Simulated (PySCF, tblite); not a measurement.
**C₄H₁₄AlNO: geometry, infrared bands and NMR shifts**

What infrared bands and NMR shifts should C₄H₁₄AlNO (`C[O][AlH2-][N+](C)(C)C`) show?

Computed with tblite 0.8.0 and PySCF 2.14.0, with density-fitted response routines of our own, on a single molecule in the gas phase. Atoms count from 0, in the outputs and in this text.

**1. Starting geometry**

21 atoms, charge 0, multiplicity 1; geometry from: force field or distance geometry start.

Bonds of the start (Å): C0–O1 1.41, O1–Al2 1.83, Al2–N3 1.90, N3–C4 1.45, N3–C5 1.46, N3–C6 1.45, C0–H7 1.13, C0–H8 1.11, C0–H9 1.10, Al2–H10 1.60, Al2–H11 1.60, C4–H12 1.10, C4–H13 1.10, C4–H14 1.11, C5–H15 1.12, C5–H16 1.12, C5–H17 1.12, C6–H18 1.12, C6–H19 1.11, C6–H20 1.10.

**2. Optimising the geometry with GFN2-xTB**

The job: settings as JSON, then the geometry in Å.

```
{"job": {"kind": "relax", "xc": "GFN2-xTB", "basis": "xTB"}, "charge": 0, "multiplicity": 1}
C      3.268700    -0.583400    -0.083100
O      1.953700    -1.078300     0.078900
Al     0.870200     0.338800    -0.307900
N     -0.943700     0.076400     0.181100
C     -1.662900     1.320300    -0.025000
C     -0.999400    -0.308900     1.590400
C     -1.627200    -0.908700    -0.641000
H      3.200600     0.516100     0.159900
H      3.592600    -0.761500    -1.129400
H      3.964500    -0.996000     0.669000
H      1.425100     1.561300     0.564800
H      1.021200     0.604200    -1.877000
H     -1.940900     1.834700     0.908300
H     -2.581800     1.165000    -0.613900
H     -1.024300     2.005500    -0.624900
H     -2.043100    -0.541100     1.925200
H     -0.525800     0.461800     2.257800
H     -0.412900    -1.248900     1.732200
H     -2.697400    -0.588700    -0.713200
H     -1.235100    -0.929100    -1.676500
H     -1.611000    -1.922500    -0.221300
```

Command:

```sh
$ OMP_NUM_THREADS=1 python probes_run.py task.json out
```

The driver reads the jobs from task.json and runs them one after another.

**Question.** This job is followed by: GFN2-xTB harmonic vibrations, gas phase; GIAO PBE0/pcSseg-1 NMR shielding, non-relativistic, gas phase. Predict these results of the whole session: strongest single infrared mode (GFN2-xTB); zero-point energy (GFN2-xTB); 13C shifts against TMS (PBE0/pcSseg-1, means over atoms taken as alike); 1H shifts against TMS (PBE0/pcSseg-1, means over atoms taken as alike); 17O shifts against H2O (PBE0/pcSseg-1); 27Al shifts against AlH4- (PBE0/pcSseg-1); 15N shifts against NH3 (PBE0/pcSseg-1).

**Answer**, as computed:

| quantity | value |
| --- | --- |
| strongest single infrared mode (GFN2-xTB) | 704 cm⁻¹, 583 km/mol |
| zero-point energy (GFN2-xTB) | 109.0 kcal/mol |
| 13C shifts against TMS (PBE0/pcSseg-1, means over atoms taken as alike) | 55.1, 45.9 ppm |
| 1H shifts against TMS (PBE0/pcSseg-1, means over atoms taken as alike) | 4.24, 3.68, 2.46 ppm |
| 17O shifts against H2O (PBE0/pcSseg-1) | 2.7 ppm |
| 27Al shifts against AlH4- (PBE0/pcSseg-1) | 41.2 ppm |
| 15N shifts against NH3 (PBE0/pcSseg-1) | 41.5 ppm |

What this shows: Over 117 steps the energy fell by 1.503 eV; of the close pairs, Al2–N3 changed most, 1.897 to 2.078 Å. The lowest mode is imaginary (26i cm⁻¹), so the xTB geometry is not a minimum. The strongest single mode, at 704 cm⁻¹, moves mainly H10 and H11. Unscaled tight-binding wavenumbers are off by several per cent, some by more. Its intensities can rank the bands wrongly. H7, H8, H9 (mean) (hydrogen on a methyl carbon bonded to O) lies farthest downfield among hydrogen, at 4.24 ppm; its carbon carries O, which withdraws density. At PBE0/pcSseg-1: The largest span, 107 ppm, is at O1, where the paramagnetic term is -71 ppm.
